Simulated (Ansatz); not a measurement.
# CH3OSb: the cost of one run

Computed with Ansatz 0.2.0, Gaussian basis. Level: the settings change from run to run.

### 1 The molecule

The geometry comes from an earlier relaxation with PBE0-D4 in a triple-zeta def2 set; it is a stationary point. Sb takes a core potential in def2 sets; no spin-orbit term is included.

SMILES `[CH2]1[O][SbH]1`, 6 atoms, charge 0, spin multiplicity 1.

Atoms are counted from 1 here; the program's logs count them from 0.

Bond lengths: C1–O2 1.371 Å, C1–Sb3 2.140 Å, C1–H4 1.091 Å, C1–H5 1.091 Å, O2–Sb3 2.042 Å, Sb3–H6 1.719 Å. Angles: O2–C1–Sb3 67.0°, O2–C1–H4 116.5°, O2–C1–H5 116.6°, Sb3–C1–H4 116.3°, Sb3–C1–H5 116.3°, H4–C1–H5 115.4°, C1–O2–Sb3 74.8°, C1–Sb3–O2 38.2°, C1–Sb3–H6 92.5°, O2–Sb3–H6 93.7°.

### 2 wB97X/def2-mTZVPP

Set apart from the defaults: unrestricted orbitals, coordinates scaled by 1.25.

File in.yaml:

```yaml
crystal:
  periodic: [false, false, false]
  atoms:
    - {symbol: C, position_ang: [0.016915, -0.326472, -0.852566]}
    - {symbol: O, position_ang: [-1.129351, -0.986671, 0.237346]}
    - {symbol: Sb, position_ang: [0.805643, -0.191675, 1.700201]}
    - {symbol: H, position_ang: [-0.317089, 0.854954, -1.445696]}
    - {symbol: H, position_ang: [0.686804, -1.211028, -1.645005]}
    - {symbol: H, position_ang: [-0.010296, 1.780767, 1.947843]}
basis:
  gaussian: {orbitals: def2-mTZVPP}
magnetization: {spin_polarized: true, initial_magnetization: 0}
hamiltonian: {xc: {name: wB97X}}
```

The run is started by

```
$ ansatz run in.yaml --threads 2 --pin off --events-out ev --progress --plain --max-ram 4352MiB
```

**Question.** How long does this run take on 2 threads of Arm Neoverse V1, shared host, and how much memory does it need?

About 22 s, with a peak of 0.38 GiB.
